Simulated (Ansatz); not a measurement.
**CH4ClNOSi: a ladder of functionals and wavefunction methods**

An exercise on one series of results from a longer session: the logs are not shown, and one member is left open.

The runs use Ansatz 0.2.0, Gaussian basis; functionals in def2-TZVPP, the program's frozen cores in correlated methods.

Plan: PBE-D4, r2SCAN-D4, PBE0-D4, B3LYP-D4, ωB97X-V, ωB97M-V, B2PLYP; CCSD(T)/def2-TZVPP; MP2/def2-QZVPP; extrapolation to the limit.

### Structure used throughout

An earlier PBE0-D4 in a triple-zeta def2 set relaxation fixed the geometry.

SMILES `N[Si]1(Cl)CO1`, 9 atoms, charge 0, spin multiplicity 1.

Atoms are counted from 1 here; the program's logs count them from 0.

Bond lengths: N1–Si2 1.678 Å, N1–H6 1.005 Å, N1–H7 1.004 Å, Si2–Cl3 2.034 Å, Si2–C4 1.791 Å, Si2–O5 1.632 Å, C4–O5 1.518 Å, C4–H8 1.088 Å, C4–H9 1.088 Å. Angles: Si2–N1–H6 122.9°, Si2–N1–H7 122.9°, H6–N1–H7 114.2°, N1–Si2–Cl3 107.0°, N1–Si2–C4 129.0°, N1–Si2–O5 119.0°, Cl3–Si2–C4 120.2°, Cl3–Si2–O5 119.4°, C4–Si2–O5 52.4°, Si2–C4–O5 58.4°, Si2–C4–H8 123.2°, Si2–C4–H9 122.7°, O5–C4–H8 111.5°, O5–C4–H9 111.9°, H8–C4–H9 112.9°, Si2–O5–C4 69.2°.

Geometry (Å):

```xyz
9

N     0.7009    0.8623   -1.2465
Si    0.0716   -0.3541   -0.2763
Cl    0.7673   -2.1191   -1.0093
C    -0.5334   -0.2537    1.4066
O    -1.4791   -0.2485    0.2197
H     0.4021    1.8200   -1.1831
H     1.4216    0.6994   -1.9266
H    -0.5881    0.6788    1.9648
H    -0.6745   -1.1312    2.0340
```

The first run:

File in.yaml:

```yaml
crystal:
  periodic: [false, false, false]
  atoms:
    - {symbol: N, position_ang: [0.700899, 0.862263, -1.246509]}
    - {symbol: Si, position_ang: [0.071630, -0.354106, -0.276340]}
    - {symbol: Cl, position_ang: [0.767292, -2.119149, -1.009303]}
    - {symbol: C, position_ang: [-0.533428, -0.253712, 1.406552]}
    - {symbol: O, position_ang: [-1.479068, -0.248535, 0.219665]}
    - {symbol: H, position_ang: [0.402136, 1.819952, -1.183126]}
    - {symbol: H, position_ang: [1.421556, 0.699436, -1.926605]}
    - {symbol: H, position_ang: [-0.588109, 0.678847, 1.964765]}
    - {symbol: H, position_ang: [-0.674509, -1.131195, 2.034000]}
basis:
  gaussian: {orbitals: def2-TZVPP}
hamiltonian: {xc: pbe, dispersion: d4}
output: {forces: true, orbitals: {seedname: orbitals}}
```

On the command line:

```console
$ ansatz run in.yaml --threads 4 --pin off --events-out ev --progress --plain --max-ram 10444MiB
```

Steps of the session up to this table: PBE-D4 (GGA); r2SCAN-D4 (meta-GGA); PBE0-D4 (hybrid); B3LYP-D4 (hybrid); ωB97X-V (range-separated); ωB97M-V (range-separated); B2PLYP (double hybrid); CCSD(T) in def2-TZVPP; MP2 in def2-QZVPP.

One table of the session follows, with a row left open; its other results are not shown here.

```
            method  atomisation energy (kcal/mol)
            PBE-D4                          825.2
         r2SCAN-D4                          807.4
           PBE0-D4                              ?
          B3LYP-D4                          802.0
           ωB97X-V                          809.6
           ωB97M-V                          810.3
            B2PLYP                          794.5
     HF/def2-TZVPP                          551.0
    MP2/def2-TZVPP                          800.9
   CCSD/def2-TZVPP                          762.7
CCSD(T)/def2-TZVPP                          778.1
           MP2/CBS                          829.0
       CCSD(T)/CBS                          806.2
```

Estimate the missing values for PBE0-D4.

The run gave: atomisation energy (kcal/mol): 805.0. In the column «atomisation energy (kcal/mol)» it lies between B3LYP-D4 (802.0) and CCSD(T)/CBS (806.2).

Caveats from the session: Free atoms (1 N, 1 Si, 1 Cl, 1 C, 1 O, 4 H) were run apart at each level; the atomisation energy is their sum less the molecule, without zero-point or spin-orbit terms.
